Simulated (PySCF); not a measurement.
# TbOCl: other functionals and bases at one geometry

The task here is to estimate one member of a computed series from the others.

Method: several levels, as the steps say, no spin–orbit coupling; program: PySCF 2.14.0.

1 further run of the same task is left out (for a known fault of the program).

## Where the work starts

3 atoms, charge 0, spin multiplicity 1.

Bond lengths: Tb1–O2 1.821 Å, Tb1–Cl3 2.530 Å. Angles: O2–Tb1–Cl3 115.4°.

Geometry (Å):

```
atom     x (Å)    y (Å)     z (Å)
 Tb1   0.25235  0.00000  -0.39810
  O2   1.75990  0.00000   0.62253
 Cl3  -1.92786  0.00000   0.88501
```

Formal oxidation states: Tb +3. Each metal's 8 4f electrons lie in its core potential, so multiplicities, spins and levels count the valence alone. An earlier session relaxed this geometry at PBE0, Tb lcecp-1-SVP with ECP54, O def2-SVP, Cl def2-SVP (singlet, point group Cs).

At PBE0 on the finer grid: E = -571.574211 Eh, HOMO -7.03 eV, LUMO -2.52 eV, Mulliken charge on Tb1 +0.82 e, largest force component 0.013 eV/Å. 

Levels to run: BP86; TPSSh; PBE0, TZVP. Hardware: 2 threads of Arm Neoverse V1, shared host.

The first run:

run.py (the lines that set the calculation)

```python
mol = gto.M(atom='''
Tb     0.25235     0.00000    -0.39810
O      1.75990     0.00000     0.62253
Cl    -1.92786     0.00000     0.88501''',
    basis={'Tb': 'lcecp-1-SVP', 'O': 'def2-SVP', 'Cl': 'def2-SVP'},
    ecp={'Tb': 'lcecp-1-SVP'},
    charge=0, spin=0)
mf = dft.RKS(mol, xc='B88,P86')
mf.grids.atom_grid = (75, 302)  # f atoms: unpruned, at least (60, 302)
mf = mf.density_fit()  # fitting sets: Tb AutoAux, O def2-universal-JKFIT, Cl def2-universal-JKFIT
mf.conv_tol = 1e-08; mf.max_cycle = 55
mf.kernel(dm0)  # dm0: the density of the relaxed state
```

On the command line:

```
$ OMP_NUM_THREADS=2 python run.py
```

Steps of the session up to this table: BP86; TPSSh; PBE0, TZVP.

One table of the session follows, with a row left open; its other results are not shown here.

```
              level  HOMO (eV)  gap (eV)  charge on Tb1 (e)  dipole (D)  largest force component (eV/Å)
PBE0 (relaxed here)      -7.03      4.51               0.82        7.51                            0.01
               BP86      -5.73      2.71               0.68        6.96                            0.73
              TPSSh      -6.20      3.49               0.82        7.40                            0.56
         PBE0, TZVP          ?         ?                  ?           ?                               ?
```

Estimate the missing values for PBE0, TZVP.

As computed: HOMO (eV): -7.02; gap (eV): 4.52; charge on Tb1 (e): 1.23; dipole (D): 7.73; largest force component (eV/Å): 0.16. In the column «HOMO (eV)» it lies between PBE0 (relaxed here) (-7.03) and TPSSh (-6.20).

In one basis the HOMO–LUMO gap runs from 2.71 eV (BP86) to 4.51 eV (PBE0). The largest leftover force, 0.73 eV/Å with BP86, stands at a geometry relaxed at another level. With 4f in the core, its levels are missing from HOMO and gap, and its count is fixed, so no charge can pass from the ligands into it. Total energies of different levels can't be compared.
